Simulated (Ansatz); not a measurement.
# C2H4AlFO: how energies converge with the basis set

Aim: see how fast density functionals converge with the basis set for C2H4AlFO.

Computed with Ansatz 0.2.0, Gaussian basis. Level: one geometry, several basis sets.

The runs, in order: PBE0-D4/def2-SVP; ωB97M-V/def2-SVP; PBE0-D4/def2-QZVPP; ωB97M-V/def2-QZVPP; the functionals' def2-TZVPP values are taken from earlier runs.

**1. Structure used throughout**

An earlier PBE0-D4 in a triple-zeta def2 set relaxation fixed the geometry.

SMILES `[OH][Al]1[CH2][CH]1F`, 9 atoms, charge 0, spin multiplicity 1.

Atoms are counted from 1 here; the program's logs count them from 0.

Bond lengths: O1–Al2 1.682 Å, O1–H6 0.956 Å, Al2–C3 1.905 Å, Al2–C4 1.908 Å, C3–C4 1.564 Å, C3–H7 1.100 Å, C3–H8 1.088 Å, C4–F5 1.379 Å, C4–H9 1.095 Å. Angles: Al2–O1–H6 125.5°, O1–Al2–C3 153.9°, O1–Al2–C4 157.2°, C3–Al2–C4 48.4°, Al2–C3–C4 65.9°, Al2–C3–H7 102.3°, Al2–C3–H8 142.6°, C4–C3–H7 109.2°, C4–C3–H8 118.8°, H7–C3–H8 109.5°, Al2–C4–C3 65.7°, Al2–C4–F5 134.9°, Al2–C4–H9 113.1°, C3–C4–F5 116.1°, C3–C4–H9 109.8°, F5–C4–H9 108.1°.

Geometry (Å):

```xyz
9
C2H4AlFO
O    -1.1850    1.9149   -1.3192
Al   -0.4077    0.7442   -0.3948
C     0.7600   -0.7398   -0.1436
C    -0.0615   -0.3513    1.1291
F    -0.7277   -1.3814    1.7589
H    -0.9302    2.1864   -2.1994
H     0.2355   -1.5435   -0.6808
H     1.8093   -1.0042   -0.0295
H     0.5957    0.1284    1.8622
```

**2. PBE0-D4 in def2-SVP**

in.yaml

```yaml
crystal:
  periodic: [false, false, false]
  atoms:
    - {symbol: O, position_ang: [-1.184988, 1.914937, -1.319154]}
    - {symbol: Al, position_ang: [-0.407656, 0.744216, -0.394774]}
    - {symbol: C, position_ang: [0.760035, -0.739839, -0.143581]}
    - {symbol: C, position_ang: [-0.061470, -0.351263, 1.129147]}
    - {symbol: F, position_ang: [-0.727673, -1.381371, 1.758913]}
    - {symbol: H, position_ang: [-0.930177, 2.186397, -2.199431]}
    - {symbol: H, position_ang: [0.235492, -1.543535, -0.680807]}
    - {symbol: H, position_ang: [1.809270, -1.004178, -0.029467]}
    - {symbol: H, position_ang: [0.595669, 0.128435, 1.862156]}
basis:
  gaussian: {orbitals: def2-SVP}
hamiltonian: {xc: pbe0, dispersion: d4}
output: {orbitals: {seedname: orbitals}}
```

Command:

```bash
> ansatz run in.yaml --threads 2 --pin off --events-out ev --progress --plain --max-ram 4352MiB
```

After this run come: ωB97M-V in def2-SVP; PBE0-D4 in def2-QZVPP; ωB97M-V in def2-QZVPP.

Before running them: what should the planned runs give, taken together? Wanted: PBE0-D4: double and triple zeta above quadruple; ωB97M-V: double and triple zeta above quadruple.

The runs gave:

| quantity | value |
| --- | --- |
| PBE0-D4: double and triple zeta above quadruple | 11.32, 0.60 eV |
| ωB97M-V: double and triple zeta above quadruple | 11.51, 0.57 eV |

**Reading.** PBE0-D4 gains 10.73 eV from double to triple zeta, then 0.60 eV more. These are total energies; as a rule much of such shifts cancels in differences, which this series doesn't test. The LUMO of ωB97M-V is positive and keeps falling with the basis (0.75 to 0.13 eV): an unbound level that the basis holds in place.
